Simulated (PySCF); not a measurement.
# MoH2O4 (molybdic acid): levels of theory compared

Aim: a comparison of 6 runs (B3LYP/def2-SVP, BHLYP/def2-SVP, M06-L/def2-SVP, PBE/def2-SVP, PBE0/def2-SVP, r2SCAN/def2-SVP) of MoH2O4 (molybdic acid). 

The calculation is run with PySCF 2.14.0.

**1. The system as given**

MoH2O4 has 7 atoms, charge 0, and is taken as a singlet. As SMILES, `[O]=[Mo](=[O])([OH])[OH]`. Geometry: relaxed at PBE0-D4/def2-TZVP. This is one conformer, not always the lowest.

Bond lengths: O1–Mo2 1.675 Å, Mo2–O3 1.675 Å, Mo2–O4 1.869 Å, Mo2–O5 1.869 Å, O4–H6 0.961 Å, O5–H7 0.961 Å. Angles: O1–Mo2–O3 109.2°, O1–Mo2–O4 108.8°, O1–Mo2–O5 110.0°, O3–Mo2–O4 110.0°, O3–Mo2–O5 108.8°, O4–Mo2–O5 110.1°, Mo2–O4–H6 123.2°, Mo2–O5–H7 123.3°.

**2. A single-point energy at B3LYP/def2-SVP (core potential) (run 1)**

run.py reads:

```python
from pyscf import gto, dft

mol = gto.M(
    atom=[
    ('O', (0.052590, -1.899690, -0.237080)),
    ('Mo', (0.095070, -0.287340, 0.216430)),
    ('O', (0.633380, -0.173900, 1.799000)),
    ('O', (-1.628350, 0.423020, 0.074620)),
    ('O', (1.271080, 0.657000, -0.888140)),
    ('H', (-2.030050, 0.970480, 0.754330)),
    ('H', (1.606280, 0.310450, -1.719170)),
],
    basis='def2-svp',
    ecp={'Mo': 'def2-svp'},
    charge=0,
    max_memory=1860,
    verbose=3,
)

mf = dft.RKS(mol)
mf.xc = 'b3lyp'
mf.grids.level = 5
mf.conv_tol = 1e-10
mf.kernel()
if not mf.converged:
    mf = mf.newton().run(mf.mo_coeff, mf.mo_occ)

e_final = mf.e_tot
print(f'total energy: {e_final:.8f} hartree')
```

On the command line:

```
OMP_NUM_THREADS=1 python run.py
```

The program printed:

```text
converged SCF energy = -370.245901781564
total energy: -370.24590178 hartree
```

Wall time 23 s (1 thread of Intel Xeon at 2.70GHz, shared host); peak memory 0.5 GiB.

**3. A single-point energy at BHLYP/def2-SVP (core potential) (run 2)**

start.xyz reads:

```xyz
7

O      0.052590    -1.899690    -0.237080
Mo     0.095070    -0.287340     0.216430
O      0.633380    -0.173900     1.799000
O     -1.628350     0.423020     0.074620
O      1.271080     0.657000    -0.888140
H     -2.030050     0.970480     0.754330
H      1.606280     0.310450    -1.719170
```

input.py reads:

```python
from pyscf import gto, dft

mol = gto.M(
    atom='start.xyz',
    max_memory=1860,
    verbose=3,
    basis='def2-svp',
    ecp={'Mo': 'def2-svp'},
)

myscf = dft.RKS(mol)
myscf.xc = 'bhandhlyp'
myscf.grids.level = 5
myscf.conv_tol = 1e-10
myscf.kernel()
if not myscf.converged:
    myscf = myscf.newton().run(myscf.mo_coeff, myscf.mo_occ)

e_tot = myscf.e_tot
print('Final energy', e_tot)
```

On the command line:

```
OMP_NUM_THREADS=1 python input.py
```

The program printed:

```text
converged SCF energy = -369.907702187883
Final energy -369.9077021878827
```

Run time: 24 s. Hardware: 1 thread of Intel Xeon at 2.70GHz, shared host; peak memory 0.5 GiB.

Runs 3 to 5 aren't shown in full; the table further down has their settings and results.

**4. A single-point energy at r2SCAN/def2-SVP (core potential) (run 6)**

job.py reads:

```python
from pyscf import gto, dft

molecule = gto.Mole()
molecule.atom = '''
O      0.099381    -3.589894    -0.448016
Mo     0.179656    -0.542994     0.408993
O      1.196915    -0.328623     3.399617
O     -3.077136     0.799392     0.141011
O      2.401993     1.241550    -1.678341
H     -3.836239     1.833941     1.425477
H      3.035429     0.586665    -3.248760
'''
molecule.verbose = 3
molecule.basis = 'def2-svp'
molecule.ecp = {'Mo': 'def2-svp'}
molecule.max_memory = 1860
molecule.unit = 'bohr'
molecule.build()

mf = dft.RKS(molecule)
mf.xc = 'r2scan'
mf.grids.level = 5
mf.conv_tol = 1e-10
mf.kernel()
if not mf.converged:
    mf = mf.newton().run(mf.mo_coeff, mf.mo_occ)

e_tot = mf.e_tot
print(f'total energy: {e_tot:.8f} hartree')
```

On the command line:

```
OMP_NUM_THREADS=1 python job.py
```

The program printed:

```text
converged SCF energy = -370.137748074507
total energy: -370.13774807 hartree
```

Run time: 47 s. Hardware: 1 thread of Intel Xeon at 2.70GHz, shared host; peak memory 0.52 GiB.

**5. The series**

```csv
run,level,energy (Eh),dipole moment (D),HOMO energy (eV),LUMO energy (eV),wall time
1,B3LYP/def2-SVP (core potential),-370.245902,2.56,-8.81,-2.31,23 s
2,BHLYP/def2-SVP (core potential),-369.907702,2.61,-10.77,-1.31,24 s
3,M06-L/def2-SVP (core potential),-370.230937,2.53,-7.83,-2.85,44 s
4,PBE/def2-SVP (core potential),-369.981881,2.54,-7.39,-2.79,32 s
5,PBE0/def2-SVP (core potential),-369.889321,2.57,-9.15,-2.14,22 s
6,r2SCAN/def2-SVP (core potential),-370.137748,2.59,-7.85,-2.86,47 s
```

**6. Summary of results**

| quantity | value |
| --- | --- |
| run 6: total energy | -370.13775 Eh |
| run 6: dipole moment | 2.59 D |
| run 6: HOMO energy | -7.85 eV |
| run 6: LUMO energy | -2.86 eV |
| run 6: HOMO–LUMO gap | 4.99 eV |

The dipole moment (its size) runs from 2.53 D (M06-L/def2-SVP) to 2.61 D (BHLYP/def2-SVP). The HOMO–LUMO gap runs from 4.60 eV (PBE/def2-SVP) to 9.46 eV (BHLYP/def2-SVP). Totals of different functionals can't be ranked against each other. All runs together took 3.2 min, the longest 47 s.
